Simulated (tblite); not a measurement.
# C4H11ClOSi2: the cost of one run

The runs use tblite 0.8.0 and PySCF 2.14.0, with density-fitted response routines of our own; the level of theory stands in each step. All values are computed, except where a source is named. Atoms are numbered from 0 throughout.

**1. The molecule as given**

19 atoms, charge 0, multiplicity 1; geometry from: force field or distance geometry start.

Bonds of the start (Å): Cl0–C1 1.78, C1–Si2 1.84, Si2–O3 1.72, O3–Si4 1.70, Si4–C5 1.86, C5–C6 1.52, C6–C7 1.51, C7–C5 1.49, C1–H8 1.10, C1–H9 1.12, Si2–H10 1.48, Si2–H11 1.47, Si4–H12 1.48, Si4–H13 1.49, C5–H14 1.11, C6–H15 1.09, C6–H16 1.10, C7–H17 1.09, C7–H18 1.11.

**2. Optimising the geometry with GFN2-xTB**

Job settings and geometry (Å):

```
{"job": {"kind": "relax", "xc": "GFN2-xTB", "basis": "xTB"}, "charge": 0, "multiplicity": 1}
Cl     5.209400     0.390600    -0.654900
C      3.845700    -0.636600    -0.138100
Si     2.279100     0.239200    -0.552800
O      0.902100    -0.499500     0.177200
Si    -0.428900     0.539300    -0.056400
C     -2.022300    -0.359400    -0.395300
C     -3.238000     0.442000     0.048100
C     -2.865400    -0.852600     0.733300
H      3.913900    -1.588600    -0.689900
H      3.944300    -0.791200     0.967400
H      2.072400     0.164100    -2.020000
H      2.412200     1.622400    -0.078300
H     -0.588400     1.521800     1.039800
H     -0.112600     1.298700    -1.300300
H     -2.095300    -0.883000    -1.372100
H     -4.025200     0.471100    -0.704400
H     -3.040000     1.354100     0.636700
H     -2.572000    -0.746900     1.782900
H     -3.600600    -1.676400     0.584800
```

Launch:

```console
OMP_NUM_THREADS=1 python probes_run.py task.json out
```

One launch serves the whole session: the jobs run in the order shown.

**Question.** How long does this first job take on 1 thread of Arm Neoverse N1, shared host, and how much memory does it need?

About 2.6 s, with a peak of 0.18 GiB.
